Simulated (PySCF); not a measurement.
# ZnCl⁺: changing the method

Aim: see what other levels and later steps give for ZnCl⁺.

The runs use PySCF 2.14.0; method and basis as typed in the scripts.

7 further runs of the same task are left out: 7 that didn't finish.

**1. The system as given**

ZnCl⁺: 2 atoms, charge 1, spin multiplicity 1.

Bond lengths: Zn1–Cl2 2.417 Å.

**2. The run that the others are compared with**

input.py

```python
from pyscf import gto, scf, tdscf

mol = gto.M(
    atom='Zn 0 0 0; Cl 0 0 2.417',
    basis='def2-svp',
    charge=1,
    spin=0,
    symmetry=True,
    verbose=4,
)
mf = scf.RHF(mol)
mf.kernel()
td = tdscf.TDHF(mf)
td.nstates = 8
td.kernel()
td.analyze()
mf.dip_moment()
print('orbital energies (hartree):', mf.mo_energy[..., max(0, mol.nelec[1]-3):mol.nelec[0]+3].round(4))
```

Launch:

```bash
$ OMP_NUM_THREADS=1 python input.py
```

**3. Stability test**

Variant 1 changes step after the SCF: tddft → stability; point-group symmetry: on → off.

input.py

```python
from pyscf import gto, scf

mol = gto.M(
    atom='Zn 0 0 0; Cl 0 0 2.417',
    basis='def2-svp',
    charge=1,
    spin=0,
    verbose=4,
)
mf = scf.RHF(mol)
mf.kernel()
mf.stability(internal=True, external=True)
mf.dip_moment()
print('orbital energies (hartree):', mf.mo_energy[..., max(0, mol.nelec[1]-3):mol.nelec[0]+3].round(4))
```

**4. Population analysis**

Variant 2 changes step after the SCF: tddft → analyze.

input.py

```python
from pyscf import gto, scf

mol = gto.M(
    atom='Zn 0 0 0; Cl 0 0 2.417',
    basis='def2-svp',
    charge=1,
    spin=0,
    symmetry=True,
    verbose=4,
)
mf = scf.RHF(mol)
mf.kernel()
mf.analyze()
print('orbital energies (hartree):', mf.mo_energy[..., max(0, mol.nelec[1]-3):mol.nelec[0]+3].round(4))
```

**5. Number of roots 2**

Variant 3 changes number of roots: 8 → 2.

Edit input.py of step 2 so:

```diff
@@ -13,3 +13,3 @@
 td = tdscf.TDHF(mf)
-td.nstates = 8
+td.nstates = 2
 td.kernel()
```

**6. MP2**

Variant 4 changes step after the SCF: tddft → mp2; frozen orbitals: none → 10.

Edit input.py of step 2 so:

```diff
@@ -1,2 +1,2 @@
-from pyscf import gto, scf, tdscf
+from pyscf import gto, scf, mp
 
@@ -12,6 +12,3 @@
 mf.kernel()
-td = tdscf.TDHF(mf)
-td.nstates = 8
-td.kernel()
-td.analyze()
+mp.MP2(mf, frozen=10).kernel()
 mf.dip_moment()
```

Before running it: what results should come out? Wanted: for each run, E(SCF); from base; gap; after the SCF.

The runs gave:

| run | E(SCF) (hartree) | from base (eV) | cycles | gap (eV) | after the SCF |
| --- | --- | --- | --- | --- | --- |
| base | -2236.625921 | 0 | 10 | 8.70 | lowest root found 2.49 eV |
| stability test | -2236.625921 | 0.0000 | 10 | 8.70 | unstable: RHF/RKS -> UHF/UKS |
| population analysis | -2236.625921 | 0.0000 | 10 | 8.70 | n/a |
| number of roots 2 | -2236.625921 | 0.0000 | 10 | 8.70 | lowest root found 2.49 eV |
| MP2 | -2236.625921 | 0.0000 | 10 | 8.70 | MP2 correlation -12.781 eV, core frozen |

What this shows: Total energies from different bases, Hamiltonians or methods carry different errors, so properties are taken as differences within one set-up.
